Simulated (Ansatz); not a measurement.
# CuSiNi2S4: one geometry, two states

Aim: solve CuSiNi2S4 (a known structure type filled with other elements, at an estimated volume) from each of its saved states, at one geometry and mesh, and see which is lowest and how they differ.

Program: Ansatz 0.2.0. Level of theory: DFT, r2SCAN, with U_eff = 2.35 eV on Cu d, U_eff = 4.99 eV on Ni d, plane waves, PAW. These are calculated values, not measurements.

## (1) The structure

Symmetry: I-42m, No. 121, tetragonal system. Conventional cell: a = 5.259 Å, b = 5.259 Å, c = 10.398 Å, α = 90.00°, β = 90.00°, γ = 90.00°. Cu (site symmetry -42m) is surrounded by 4 S at 2.34 Å. S (site symmetry m) is surrounded by 2 Ni at 2.23 Å and 1 Si at 2.28 Å and 1 Cu at 2.34 Å. Ni (site symmetry -4) has 4 S at 2.23 Å as nearest neighbours. Si (site symmetry -42m) has 4 S at 2.28 Å as nearest neighbours.

In its conventional cell, by symmetry (the run takes the cell typed in the input):

```cif
data_structure
_symmetry_space_group_name_H-M 'I-42m'
_symmetry_Int_Tables_number 121
_cell_length_a 5.2590
_cell_length_b 5.2590
_cell_length_c 10.3983
_cell_angle_alpha 90.000
_cell_angle_beta 90.000
_cell_angle_gamma 90.000
_cell_volume 287.58
loop_
_atom_site_label
_atom_site_type_symbol
_atom_site_symmetry_multiplicity
_atom_site_Wyckoff_symbol
_atom_site_fract_x
_atom_site_fract_y
_atom_site_fract_z
_atom_site_occupancy
Cu1 Cu 2 a 0.00000 0.00000 0.00000 1
S1 S 8 i 0.75500 0.75500 0.63200 1
Ni1 Ni 4 d 0.50000 0.00000 0.75000 1
Si1 Si 2 b 0.50000 0.50000 0.00000 1
```

The states: A, Ni6 down, Ni7 up (collinear spin); B, Ni6 up, Ni7 up (collinear spin). Each run reads its own saved solution as saved_state.

## (2) Run from state A

Input file input.yaml:

```yaml
crystal:
  lattice:
    - [0.0, 5.25898159, 0.0]
    - [5.25898159, 0.0, 0.0]
    - [2.62949029, 2.62949029, -5.19914924]
  atoms:
    - { symbol: Cu, position: [0.0, 0.0, 0.0], spin: 1.0 }
    - { symbol: S, position: [0.387, 0.387, 0.736] }
    - { symbol: S, position: [0.613, 0.123, 0.264] }
    - { symbol: S, position: [0.877, 0.877, 0.736] }
    - { symbol: S, position: [0.123, 0.613, 0.264] }
    - { symbol: Ni, position: [0.75, 0.25, 0.5], spin: -2.0 }
    - { symbol: Ni, position: [0.25, 0.75, 0.5], spin: 2.0 }
    - { symbol: Si, position: [0.5, 0.5, 0.0] }
  symmetry: { detect: false, time_reversal: true }
kpoints:
  mp_grid: { grid: [5, 5, 5], shift: [0, 0, 0] }
magnetization:
  spin_polarized: true
scf:
  occupations: { method: tetrahedron }
  lower_state_search: "off"
  max_iter: 200
hamiltonian:
  pseudopotentials: { kind: paw }
  xc: r2scan
  hubbard:
    projectors: all-electron-ortho-atomic
    sites:
      - { species: Cu, l: d, u_eff: 2.35 }
      - { species: Ni, l: d, u_eff: 4.99 }
basis:
  ecutwfc: 500
  fft_grid_basis: typed
output:
  forces: true
  stress: true
  eigenvalues: true
  bader: true
  populations: true
  elf: true
  write_potential: true
  volumetric_format: npy
  dos:
    e_range: [-12, 8]
    de: 0.05
    projected: { site_lists: { Cu: [Cu], Ni: [Ni], S: [S], Si: [Si] } }
checkpoint:
  read: saved_state
```

Started as:

```console
ansatz run input.yaml --threads 1 --pin off --max-ram 2560MiB --backend cpu --events-out ev --progress --plain --runs-dir out
```

## (4) Run from state B

input.yaml: that of step 2 with these lines changed.

```diff
@@ -11,3 +11,3 @@
     - { symbol: S, position: [0.123, 0.613, 0.264] }
-    - { symbol: Ni, position: [0.75, 0.25, 0.5], spin: -2.0 }
+    - { symbol: Ni, position: [0.75, 0.25, 0.5], spin: 2.0 }
     - { symbol: Ni, position: [0.25, 0.75, 0.5], spin: 2.0 }
@@ -17,2 +17,16 @@
   mp_grid: { grid: [5, 5, 5], shift: [0, 0, 0] }
+  band_path:
+    path:
+      - [0.0, 0.0, 0.0]
+      - [0.5, 0.5, 0.4999999]
+      - [0.5, 0.5, 0.2499999]
+      - [0.0, 0.5, -5.0e-08]
+      - [0.0, 0.0, 0.0]
+      - [0.0, 0.0, -0.5]
+      - [0.0, 0.37210642, -0.31394683]
+      - [0.0, 0.62789358, 0.31394673]
+      - [0.0, 0.0, 0.0]
+      - [0.5, 0.5, 0.4999999]
+      - [0.37210642, 0.62789358, 0.4999999]
+    npoints: 7
 magnetization:
```

(Steps that only read results are left out.)

What does the calculation give? Wanted: for each run, free energy; largest site moment; size of the net moment; gap; pressure; largest force.

The runs gave:

```tsv
state	free energy (meV/atom)	largest site moment (μB)	size of the net moment (μB/cell)	gap (eV)	pressure (GPa)	largest force (eV/Å)	SCF cycles
A	4.8	1.59	1.00	0.77	0.0	2.48	38
B	0.0	1.57	3.00	0.93	-0.1	2.47	29
```

**Reading.** State B lies lowest, 4.8 meV per atom under state A. The atoms are far from rest (forces to 2.5 eV/Å), so order and character hold for this geometry alone. Gaps that take in a band path and gaps read on the mesh alone aren't sampled alike. Every run converged, so convergence alone does not show that a state is the lowest.

Limits of this run: empty levels are not fully converged; gaps of Fe, Co and Ni magnets can come out low on these datasets; forces and stress under tetrahedra may miss the slope of the energy.
